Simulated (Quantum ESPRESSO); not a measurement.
# Y3N (Fm-3m) in Quantum ESPRESSO: further runs, part 2 of 4

Quantum ESPRESSO 7.5. Earlier steps stand in the parts before.

## Step 3: Phonons, PBE

pw.in reads:

```
&CONTROL
  calculation = 'scf'
  prefix = 'pwscf'
  outdir = './tmp'
  pseudo_dir = './pseudo'
  tprnfor = .true.
  tstress = .true.
  disk_io = 'low'
/
&SYSTEM
  ibrav = 0
  A = 5.1006582
  nat = 4
  ntyp = 2
  ecutwfc = 52
  ecutrho = 312
  nbnd = 27
  occupations = 'smearing'
  smearing = 'fd'
  degauss = 0.00367493
/
&ELECTRONS
  conv_thr = 8d-10
  electron_maxstep = 120
  mixing_beta = 0.5
/
ATOMIC_SPECIES
Y     88.9058 Y.GGA_PBE-JTH.UPF
N     14.0070 N.GGA_PBE-JTH.UPF
CELL_PARAMETERS alat
   0.0000000000    0.7071067808    0.7071067808
   0.7071067808    0.0000000000    0.7071067808
   0.7071067808    0.7071067808    0.0000000000
ATOMIC_POSITIONS alat
Y      0.3535533904    0.3535533904    0.3535533904
Y      1.0606601713    1.0606601713    1.0606601713
Y      0.7071067808    0.7071067808    0.7071067808
N      0.0000000000    0.0000000000    0.0000000000
K_POINTS automatic
2 2 2 1 1 1
```

gamma.in reads:

```
&CONTROL
  calculation = 'bands'
  prefix = 'pwscf'
  outdir = './tmp'
  pseudo_dir = './pseudo'
  disk_io = 'low'
  verbosity = 'high'
/
&SYSTEM
  ibrav = 0
  A = 5.1006582
  nat = 4
  ntyp = 2
  ecutwfc = 52
  ecutrho = 312
  nbnd = 27
  occupations = 'smearing'
  smearing = 'fd'
  degauss = 0.00367493
/
&ELECTRONS
  conv_thr = 1d-08
  electron_maxstep = 120
  mixing_beta = 0.5
  diago_full_acc = .true.
  startingwfc = 'random'
/
ATOMIC_SPECIES
Y     88.9058 Y.GGA_PBE-JTH.UPF
N     14.0070 N.GGA_PBE-JTH.UPF
CELL_PARAMETERS alat
   0.0000000000    0.7071067808    0.7071067808
   0.7071067808    0.0000000000    0.7071067808
   0.7071067808    0.7071067808    0.0000000000
ATOMIC_POSITIONS alat
Y      0.3535533904    0.3535533904    0.3535533904
Y      1.0606601713    1.0606601713    1.0606601713
Y      0.7071067808    0.7071067808    0.7071067808
N      0.0000000000    0.0000000000    0.0000000000
K_POINTS crystal
1
0.0 0.0 0.0 1
```

scf2.in reads:

```
&CONTROL
  calculation = 'scf'
  prefix = 'pwscf'
  outdir = './tmp'
  pseudo_dir = './pseudo'
  tprnfor = .true.
  tstress = .true.
  disk_io = 'low'
/
&SYSTEM
  ibrav = 0
  A = 5.1006582
  nat = 4
  ntyp = 2
  ecutwfc = 52
  ecutrho = 312
  nbnd = 27
  occupations = 'fixed'
/
&ELECTRONS
  conv_thr = 1d-13
  electron_maxstep = 120
  mixing_beta = 0.5
  startingpot = 'file'
/
ATOMIC_SPECIES
Y     88.9058 Y.GGA_PBE-JTH.UPF
N     14.0070 N.GGA_PBE-JTH.UPF
CELL_PARAMETERS alat
   0.0000000000    0.7071067808    0.7071067808
   0.7071067808    0.0000000000    0.7071067808
   0.7071067808    0.7071067808    0.0000000000
ATOMIC_POSITIONS alat
Y      0.3535533904    0.3535533904    0.3535533904
Y      1.0606601713    1.0606601713    1.0606601713
Y      0.7071067808    0.7071067808    0.7071067808
N      0.0000000000    0.0000000000    0.0000000000
K_POINTS automatic
2 2 2 1 1 1
```

ph.in reads:

```
phonons of Y3N
&INPUTPH
  prefix = 'pwscf'
  outdir = './tmp'
  tr2_ph = 1d-18
  fildyn = 'dyn'
  niter_ph = 90
  alpha_mix(1) = 0.7
  epsil = .true.
/
0.0000000000 0.0000000000 0.0000000000
```

dynmat.in reads:

```
&INPUT
  fildyn = 'dyn'
  asr = 'crystal'
  lperm = .true.
  filout = 'dynmat.disp'
  fileig = 'dynmat.eig'
/
```

dynmat_lo.in reads:

```
&INPUT
  fildyn = 'dyn'
  asr = 'crystal'
  filout = 'dynmat_lo.disp'
  fileig = 'dynmat_lo.eig'
  q(1) = 0
  q(2) = 0
  q(3) = 1
/
```

Potentials or basis: JTH 2.0 PBE.

On the command line:

```console
$ OMP_NUM_THREADS=1 pw.x -in pw.in > pw.out
$ OMP_NUM_THREADS=1 pw.x -in gamma.in > gamma.out
$ OMP_NUM_THREADS=1 pw.x -in scf2.in > scf2.out
$ OMP_NUM_THREADS=1 ph.x -in ph.in > ph.out
$ OMP_NUM_THREADS=1 dynmat.x -in dynmat.in > dynmat.out
$ OMP_NUM_THREADS=1 dynmat.x -in dynmat_lo.in > dynmat_lo.out
```

pw.out:

```text
This program is part of the open-source Quantum ESPRESSO suite
     for quantum simulation of materials; please cite
         "P. Giannozzi et al., J. Phys.:Condens. Matter 21 395502 (2009);
         "P. Giannozzi et al., J. Phys.:Condens. Matter 29 465901 (2017);
         "P. Giannozzi et al., J. Chem. Phys. 152 154105 (2020);
     in publications or presentations arising from this work. More details at

     file Y.GGA_PBE-JTH.UPF: wavefunction(s)  5S 5P 4D 0D renormalized
     file N.GGA_PBE-JTH.UPF: wavefunction(s)  0S 0P renormalized
     Message from routine setup:
     using ibrav=0 with symmetry is DISCOURAGED, use correct ibrav instead

     G-vector sticks info
     --------------------
     sticks:   dense  smooth     PW     G-vecs:    dense   smooth      PW
     Sum        1993    1345    367                58887    32143    4645

     Using Slab Decomposition

     bravais-lattice index     =            0
     lattice parameter (alat)  =       9.6388  a.u.
     unit-cell volume          =     633.2282 (a.u.)^3
     number of atoms/cell      =            4
     number of atomic types    =            2
     number of electrons       =        38.00
     number of Kohn-Sham states=           27
     kinetic-energy cutoff     =      52.0000  Ry
     charge density cutoff     =     312.0000  Ry
     scf convergence threshold =      8.0E-10
     mixing beta               =       0.5000
     number of iterations used =            8  plain     mixing
     Exchange-correlation= SLA PW PBX PBC
                           (   1   4   3   4   0   0   0)

     celldm(1)=   9.638847  celldm(2)=   0.000000  celldm(3)=   0.000000
[... 72 lines left out ...]
     ethr =  1.00E-02,  avg # of iterations =  2.0

     total energy              =    -875.46423098 Ry
     estimated scf accuracy    <       0.46101108 Ry
[... 85 lines left out ...]
     iteration # 14     ecut=    52.00 Ry     beta= 0.50
     Davidson diagonalization with overlap
     ethr =  3.86E-12,  avg # of iterations =  2.0

     End of self-consistent calculation

          k = 0.1768 0.1768 0.1768 (  3996 PWs)   bands (ev):

   -32.0006 -31.7594 -31.7254 -12.3527 -12.3527 -12.3454 -11.9014 -11.9014
   -11.8059 -11.6069 -11.4923 -11.4923  -1.9380   7.1410   8.0661   8.0661
     9.5757  10.0940  10.0940  10.6803  11.1059  11.1059  12.2893  12.7396
    12.7396  14.0726  14.0726

          k =-0.1768-0.1768 0.5303 (  4020 PWs)   bands (ev):

   -31.9439 -31.7785 -31.7648 -12.4804 -12.4651 -12.2608 -11.9299 -11.7725
   -11.7392 -11.6134 -11.5019 -11.4859  -1.8866   7.3344   8.0562   8.3301
     9.8328  10.0537  10.5149  10.7969  11.3117  11.4601  11.9367  12.5776
    12.6499  13.1350  13.8130

     the Fermi energy is    10.6210 ev

!    total energy              =    -875.73201284 Ry
     total all-electron energy =      -875.732013 Ry
     estimated scf accuracy    <          2.1E-10 Ry
     smearing contrib. (-TS)   =      -0.00359975 Ry
     internal energy E=F+TS    =    -875.72841309 Ry

     The total energy is F=E-TS. E is the sum of the following terms:
     one-electron contribution =     -43.72774734 Ry
     hartree contribution      =      41.57838499 Ry
     xc contribution           =     -51.33751937 Ry
     ewald contribution        =    -200.05852221 Ry
     one-center paw contrib.   =    -622.18300916 Ry

     convergence has been achieved in  14 iterations

     Forces acting on atoms (cartesian axes, Ry/au):

     atom    1 type  1   force =     0.00000000    0.00000000   -0.00000000
     atom    2 type  1   force =    -0.00000000   -0.00000000    0.00000000
     atom    3 type  1   force =     0.00000000   -0.00000000   -0.00000000
     atom    4 type  2   force =    -0.00000000   -0.00000000    0.00000000

     Total force =     0.000000     Total SCF correction =     0.000000

     Computing stress (Cartesian axis) and pressure

          total   stress  (Ry/bohr**3)                   (kbar)     P=      -13.04
  -0.00008863   0.00000000   0.00000000          -13.04        0.00        0.00
   0.00000000  -0.00008863   0.00000000            0.00      -13.04        0.00
   0.00000000   0.00000000  -0.00008863            0.00        0.00      -13.04

=------------------------------------------------------------------------------=
   JOB DONE.
=------------------------------------------------------------------------------=
```

gamma.out:

```text
This program is part of the open-source Quantum ESPRESSO suite
     for quantum simulation of materials; please cite
         "P. Giannozzi et al., J. Phys.:Condens. Matter 21 395502 (2009);
         "P. Giannozzi et al., J. Phys.:Condens. Matter 29 465901 (2017);
         "P. Giannozzi et al., J. Chem. Phys. 152 154105 (2020);
[... 601 lines left out ...]
   -11.9680 -11.4945 -11.4945 -11.4945  -1.9941   7.5602   8.1814   8.1814
     8.1814   9.2987   9.2987  11.3117  11.3117  11.3117  12.8440  12.8440
    12.8440  15.1018  15.1018

=------------------------------------------------------------------------------=
   JOB DONE.
=------------------------------------------------------------------------------=
```

scf2.out:

```text
This program is part of the open-source Quantum ESPRESSO suite
     for quantum simulation of materials; please cite
         "P. Giannozzi et al., J. Phys.:Condens. Matter 21 395502 (2009);
         "P. Giannozzi et al., J. Phys.:Condens. Matter 29 465901 (2017);
         "P. Giannozzi et al., J. Chem. Phys. 152 154105 (2020);
[... 244 lines left out ...]
  -0.00000000  -0.00011132  -0.00000000           -0.00      -16.38       -0.00
  -0.00000000  -0.00000000  -0.00011132           -0.00       -0.00      -16.38

=------------------------------------------------------------------------------=
   JOB DONE.
=------------------------------------------------------------------------------=
```

It took 8.3 min on 1 thread of AMD EPYC 9R45 (Zen 5), shared host; peak memory 0.25 GiB.

What came out:

| Property | Result |
| --- | --- |
| Free energy | -11914.9232 eV |
| Pressure after relaxing | -1.6 GPa |
| Highest phonon frequency at Γ, LO-TO splitting left out | 122 cm⁻¹ |
| Most unstable mode | 244i cm⁻¹ |

Phonon frequencies in cm⁻¹ (negative: imaginary):
```tsv
q point	frequencies
(0.000, 0.000, 0.000)	-244 -244 -244 -59 -59 -59 4 4 4 122 122 122
```

Optical modes at Γ, degenerate ones joined, polar ones without the macroscopic field:
```csv
cm⁻¹,components,symmetry,active in
245i,3,T1u,IR
59i,3,T1u,IR
122,3,T2g,Raman
```

Caveat: the k mesh is coarse (spacing up to 0.75 Å⁻¹), so the values aren't converged; some modes are imaginary.

(Continued in part 3 of 4.)
